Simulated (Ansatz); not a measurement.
# Rb2Cr: a trial structure relaxed

Aim: relax Rb2Cr from this start, tetragonal zirconia type (P4_2/nmc, No. 137), and see where it ends.

Program: Ansatz 0.2.0. Level of theory: DFT PBE, scalar-relativistic, plane waves, PAW. These are calculated values, not measurements.

## (1) The system as given

The structure is tetragonal, space group P4_2/nmc (No. 137). Conventional cell: a = 5.183 Å, b = 5.183 Å, c = 7.461 Å, α = 90.00°, β = 90.00°, γ = 90.00°. Rb (site symmetry 2mm) has 4 Cr at 3.00 to 3.41 Å as nearest neighbours. Cr (site symmetry -4m2) has 8 Rb at 3.00 to 3.41 Å as nearest neighbours.

Coordinates:

```xyz
6
Lattice="5.1826 0.0000 0.0000 0.0000 5.1826 0.0000 0.0000 0.0000 7.4610" Properties=species:S:1:pos:R:3 pbc="T T T"
Rb    0.0000    2.5913    1.5146
Rb    0.0000    2.5913    5.2451
Rb    2.5913    0.0000    2.2159
Rb    2.5913    0.0000    5.9464
Cr    0.0000    0.0000    0.0000
Cr    2.5913    2.5913    3.7305
```

(A quick probe on a coarse mesh, which set the mesh and smearing, is not shown.)

## (3) A loose first relaxation

Contents of input.yaml:

```yaml
crystal:
  lattice:
    - [5.1826192345, 0.0, 0.0]
    - [0.0, 5.1826192345, 0.0]
    - [0.0, 0.0, 7.4609771077]
  atoms:
    - { symbol: Rb, position: [0.0, 0.5, 0.203] }
    - { symbol: Rb, position: [0.0, 0.5, 0.703] }
    - { symbol: Rb, position: [0.5, 0.0, 0.297] }
    - { symbol: Rb, position: [0.5, 0.0, 0.797] }
    - { symbol: Cr, position: [0.0, 0.0, 0.0], spin: 4.79 }
    - { symbol: Cr, position: [0.5, 0.5, 0.5], spin: 4.79 }
basis:
  ecutwfc: 420
kpoints:
  mp_grid: { grid: [4, 4, 4] }
hamiltonian:
  xc: pbe
scf:
  occupations: { method: gaussian, width: 0.1 }
  lower_state_search: "off"
output:
  forces: true
  stress: true
  eigenvalues: true
  populations: true
magnetization:
  spin_polarized: true
relax:
  adjacent_minimum: "off"
  f_tol: 0.04
  max_steps: 70
  cell: { stress_tol: 0.4 }
```

Run with:

```
ansatz run input.yaml --threads 1 --pin off --max-ram 2560MiB --backend cpu --events-out ev --progress --plain --runs-dir out
```

Further runs follow: full relaxation.

Before running it: what results should come out?

As calculated:

Formation energies count from the elements, computed with the same settings in runs not shown here.

```
                          quantity                                                                      value
               cell (conventional)  a = 9.115 Å, b = 9.115 Å, c = 9.115 Å, α = 90.00°, β = 90.00°, γ = 90.00°
                       space group                                                            Fm-3m (No. 225)
                            volume                                                              63.11 Å³/atom
                   gap on the mesh                                                               none (metal)
formation energy from the elements                                                             +0.926 eV/atom
                    largest moment                                                                    4.89 μB
```

In words: The structure ended in another space group than at the start: P4_2/nmc to Fm-3m. The formation energy of +0.93 eV/atom is positive, so the elements lie lower than this structure; another structure of the compound can lie lower.
